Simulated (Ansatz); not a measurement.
# Ti5Si2S: the cost of one run

Method: DFT PBE, scalar-relativistic, plane waves, PAW, unless a step names another level, in Ansatz 0.2.0.

4 further runs of the same task are left out: 4 set aside as unsound or not needed. Runs told in other sessions of the task aren't counted.

### 1 What the formula suggests

Pauling electronegativities: Ti 1.54, Si 1.90, S 2.58 (spread 1.04). The formula balances with common oxidation states: Ti +2, S -2, Si -4. Tabulated atomic sizes suggest about 15 Å³/atom. 22 candidates were drawn, by swapping species into database cells of other compounds, at random by space group and Wyckoff sites, or by hand, as the table says:

```tsv
name	made from	space group no.	Wyckoff sites	atoms (primitive cell)	V (Å³/atom)
c01	random	139	Ti 8f, 2b; Si 4d; S 2a	8	18.0
c02	random	139	Ti 8h, 2b; Si 4c; S 2a	8	18.1
c03	random	216	Ti 4c, 16e; Si 4d, 4b; S 4a	8	17.2
c04	random	191	Ti 3g, 2e; Si 2d; S 1b	8	18.4
c05	random	183	Ti 3c, 1a, 1a; Si 2b; S 1a	8	16.1
c06	random	216	Ti 16e, 4b; Si 4a, 4c; S 4d	8	15.8
c07	random	123	Ti 4j, 1d; Si 1a, 1b; S 1c	8	17.0
c08	random	191	Ti 2e, 2c, 1b; Si 2d; S 1a	8	19.0
c09	random	191	Ti 4h, 1b; Si 2e; S 1a	8	15.1
c10	random	139	Ti 8h, 2b; Si 4d; S 2a	8	19.1
c12	database cell of NaLi5N2	123	Ti 4i, 1a; Si 1c, 1b; S 1d	8	13.9
c13	random	191	Ti 3g, 2d; Si 2c; S 1a	8	17.6
c14	random	187	Ti 3k, 2h; Si 2i; S 1e	8	15.1
c15	random	123	Ti 4i, 1b; Si 1d, 1c; S 1a	8	18.6
c16	random	216	Ti 16e, 4d; Si 4b, 4c; S 4a	8	15.8
c17	random	191	Ti 2d, 2e, 1b; Si 2c; S 1a	8	18.6
c18	random	123	Ti 4l, 1d; Si 1c, 1a; S 1b	8	17.8
c19	random	216	Ti 16e, 4c; Si 4a, 4d; S 4b	8	15.9
c20	random	216	Ti 16e, 4a; Si 4d, 4c; S 4b	8	17.5
c21	database cell of Al5CuW2	123	Ti 4i, 1c; Si 1a, 1d; S 1b	8	14.7
c22	random	123	Ti 4i, 1c; Si 2e; S 1a	8	18.4
c23	random	191	Ti 3g, 2e; Si 2c; S 1b	8	16.0
```

### 2 Screening run of c02

Contents of input.yaml:

```yaml
crystal:
  lattice:
    - [-3.53322225, 3.53322225, 2.90225308]
    - [3.53322225, -3.53322225, 2.90225308]
    - [3.53322225, 3.53322225, -2.90225308]
  atoms:
    - { symbol: Ti, position: [0.2469537, 0.2469537, 0.49390741], spin: 1.0 }
    - { symbol: Ti, position: [0.7530463, 0.7530463, 0.50609259], spin: 1.0 }
    - { symbol: Ti, position: [0.2469537, 0.7530463, 0.0], spin: 1.0 }
    - { symbol: Ti, position: [0.7530463, 0.2469537, 0.0], spin: 1.0 }
    - { symbol: Ti, position: [0.5, 0.5, 0.0], spin: 1.0 }
    - { symbol: Si, position: [0.5, 0.0, 0.5] }
    - { symbol: Si, position: [0.0, 0.5, 0.5] }
    - { symbol: S, position: [0.0, 0.0, 0.0] }
basis:
  ecutwfc: 420
kpoints:
  mp_grid: { grid: [3, 3, 3] }
hamiltonian:
  xc: pbe
scf:
  occupations: { method: gaussian, width: 0.15 }
  lower_state_search: "off"
output:
  forces: true
  stress: true
  eigenvalues: true
  populations: true
magnetization:
  spin_polarized: true
relax:
  adjacent_minimum: "off"
  f_tol: 0.08
  max_steps: 16
  cell: { stress_tol: 0.8 }
```

Command:

```sh
$ ansatz run input.yaml --threads 1 --pin off --max-ram 2560MiB --backend cpu --events-out ev --progress --plain --runs-dir out
```

What time and memory should one allow on 1 thread of Arm Neoverse N1, shared host?

About 2.1 min, with a peak of 0.47 GiB.
